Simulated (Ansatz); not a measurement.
# YSe: the cost of one run

Method: DFT r2SCAN, scalar-relativistic, plane waves, PAW, in Ansatz 0.2.0.

4 further runs of the same task are left out: 2 that didn't finish, 2 set aside as unsound or not needed.

**1. The starting structure**

The structure is cubic, space group Fm-3m (No. 225). Conventional cell: a = 5.759 Å, b = 5.759 Å, c = 5.759 Å, α = 90.00°, β = 90.00°, γ = 90.00°. Y (site symmetry m-3m) has 6 Se at 2.88 Å as nearest neighbours. Se (site symmetry m-3m) has 6 Y at 2.88 Å as nearest neighbours.

As a file:

```
Y Se
1.0
     0.00000    2.87956    2.87956
     2.87956    0.00000    2.87956
     2.87956    2.87956    0.00000
Y Se
1 1
Direct
  0.50000 0.50000 0.50000
  0.00000 0.00000 0.00000
```

It is the result of an earlier relaxation at this level (volume 23.88 Å³/atom; gap on the mesh: none (metal)).

**2. Electronic structure at the relaxed geometry**

input.yaml

```yaml
crystal:
  lattice:
    - [0.0, 2.8795613429, 2.8795613429]
    - [2.8795613429, 0.0, 2.8795613429]
    - [2.8795613429, 2.8795613429, 0.0]
  atoms:
    - { symbol: "Y", position: [0.5, 0.5, 0.5] }
    - { symbol: Se, position: [0.0, 0.0, 0.0] }
basis:
  ecutwfc: 500
kpoints:
  mp_grid: { grid: [12, 12, 12] }
  band_path:
    path:
      - [[0.0, 0.0, 0.0], [0.5, 0.0, 0.5], [0.625, 0.25, 0.625]]
      - [[0.375, 0.375, 0.75], [0.0, 0.0, 0.0], [0.5, 0.5, 0.5], [0.5, 0.25, 0.75], [0.5, 0.0, 0.5]]
    npoints: 14
hamiltonian:
  xc: r2scan
scf:
  occupations: { method: gaussian, width: 0.1 }
  n_extra_bands: 6
output:
  forces: true
  stress: true
  eigenvalues: true
  populations: true
  dos: { projected: true, de: 0.02, nscf_kmesh: { grid: [18, 18, 18] } }
  bader: true
  write_density: true
  write_potential: true
  elf: true
  volumetric_format: npy
```

Command:

```bash
ansatz run input.yaml --threads 1 --pin off --max-ram 2560MiB --backend cpu --events-out ev --progress --plain --runs-dir out
```

**Question.** How long does this run take on 1 thread of Arm Neoverse V2, shared host, and how much memory does it need?

About 28 s, with a peak of 0.47 GiB.
